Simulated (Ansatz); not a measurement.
# Lu: the crystal squeezed far

Aim: compress Lu (bcc type) step by step, far beyond the usual range, and follow pressure and electronic structure. Methods of the runs shown: PAW. Its runs: cell relaxed at zero pressure (PAW); volume scaled by 1 (PAW); volume scaled by 0.88 (PAW and PAW (cutoff 600 eV)); volume scaled by 0.78 (PAW); volume scaled by 0.68 (PAW); volume scaled by 0.58 (PAW and PAW (level accurate)); volume scaled by 0.5 (PAW); volume scaled by 0.43 (PAW).

Method: DFT LDA, with the methods named in each step, in Ansatz 0.2.0.

2 further runs of the same task are left out: 2 that didn't finish. Runs told in other sessions of the task aren't counted.

## (1) Starting point

Symmetry: Im-3m, No. 229, cubic system. Conventional cell: a = 3.733 Å, b = 3.733 Å, c = 3.733 Å, α = 90.00°, β = 90.00°, γ = 90.00°. Lu (site symmetry m-3m) is surrounded by 8 Lu at 3.23 Å.

Structure file:

```cif
data_structure
_symmetry_space_group_name_H-M 'Im-3m'
_symmetry_Int_Tables_number 229
_cell_length_a 3.7335
_cell_length_b 3.7335
_cell_length_c 3.7335
_cell_angle_alpha 90.000
_cell_angle_beta 90.000
_cell_angle_gamma 90.000
_cell_volume 52.04
loop_
_atom_site_label
_atom_site_type_symbol
_atom_site_symmetry_multiplicity
_atom_site_Wyckoff_symbol
_atom_site_fract_x
_atom_site_fract_y
_atom_site_fract_z
_atom_site_occupancy
Lu1 Lu 2 a 0.00000 0.00000 0.00000 1
```

The file gives the conventional cell by its symmetry; the runs use the cell typed in the input.

Whether this phase is the stable one at these pressures isn't tested.

## (2) Cell relaxed at zero pressure, PAW

input.yaml reads:

```yaml
crystal:
  lattice:
    - [-1.8667339828, 1.8667339828, 1.8667339828]
    - [1.8667339828, -1.8667339828, 1.8667339828]
    - [1.8667339828, 1.8667339828, -1.8667339828]
  atoms:
    - { symbol: Lu, position: [0.0, 0.0, 0.0] }
kpoints:
  mp_grid: { grid: [14, 14, 14] }
scf:
  occupations: { method: fermi_dirac, width: 0.1 }
hamiltonian:
  xc: lda
  pseudopotentials: { kind: paw }
output:
  forces: true
  stress: true
  write_density: true
  write_potential: true
  elf: true
  volumetric_format: npy
relax:
  f_tol: 0.005
  max_steps: 40
  cell: {}
```

The run is started by

```sh
$ ansatz run input.yaml --threads 1 --pin off --max-ram 2048MiB --backend cpu --events-out ev --progress --plain --runs-dir out
```

The runs that follow: Volume scaled by 1, PAW; Volume scaled by 0.88, PAW; Volume scaled by 0.88, PAW (cutoff 600 eV); Volume scaled by 0.78, PAW; Volume scaled by 0.68, PAW; Volume scaled by 0.58, PAW; Volume scaled by 0.58, PAW (level accurate); Volume scaled by 0.5, PAW; Volume scaled by 0.43, PAW.

Q: Predict the outcome of this session. Wanted: PAW pressure at 0.43 of the volume; fitted bulk modulus at zero pressure.

The runs gave:

| quantity | value |
| --- | --- |
| PAW pressure at 0.43 of the volume | 188.1 GPa |
| fitted bulk modulus at zero pressure (PAW) | 42 GPa |
| its pressure derivative | 3.88 |

**Reading.** By PAW the pressure climbs to 188 GPa at 0.43 of the first volume. A third-order Birch-Murnaghan curve fits the range only roughly (B₀ = 42 GPa, B′ = 3.88, misfit at most 1.48 GPa). A fit over so wide a range leans to the high pressures, so B₀ can be off by several per cent. No all-electron run checks these rows here, and frozen cores can fail under such compression. The ions are at rest, and the electrons smeared by 0.1 eV. Spin-orbit coupling is left out, though the cell holds Lu; in elements this heavy it can shift bands and gaps by tenths of an eV.
